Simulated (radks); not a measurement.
# Cu²⁺ in [Ar] 3d9: an all-electron calculation

One table from this session's results is given with a row withheld; the runs are named, their logs left out.

Program: radks (a radial shooting solver on a logarithmic mesh, Libxc functionals) version 1. Level of theory: non-relativistic Kohn-Sham, LDA (Slater exchange, Perdew-Wang correlation), spin-unpolarised, spherical densities, point nucleus. These are calculated values, not measurements, unless marked.

**Starting point**

* element: copper (Z = 29)
* charge: +2
* electrons: 27
* configuration: [Ar] 3d9

The outer shells:

Cu²⁺
```
[Ar] core
3d [↑↓][↑↓][↑↓][↑↓][↑ ]
```

Set-up of the first run:

Input:

```text
Z 29
configuration [Ar] 3d9 4s0 4p0
relativity non-relativistic
functional lda,pw
spin unpolarised
nucleus point
```

One table of the session follows, with a row left open; its other results are not shown here.

It belongs to the step «Radial structure». Sizes of the orbitals, from the radial functions (bohr):

```
level      <r>  outermost maximum (interpolated)  90 % within  nodes
   1s  0.05298                            0.0349       0.0943      0
   2s   0.2391                             0.200        0.370      1
   2p   0.2080                             0.160        0.340      0
   3s   0.7216                             0.622         1.08      2
   3p   0.7502                             0.622         1.16      1
   3d   0.9173                             0.592         1.60      0
   4s    2.282                              1.97         3.37      3
   4p        ?                                 ?            ?      ?
```

Q: Estimate the row for 4p from the others.

The run gave: <r>: 2.732; outermost maximum (interpolated): 2.32; 90 % within: 4.08; nodes: 2. In the column «<r>» it is the highest.

Limits of these values: Spin polarisation and multiplet splitting are left out.
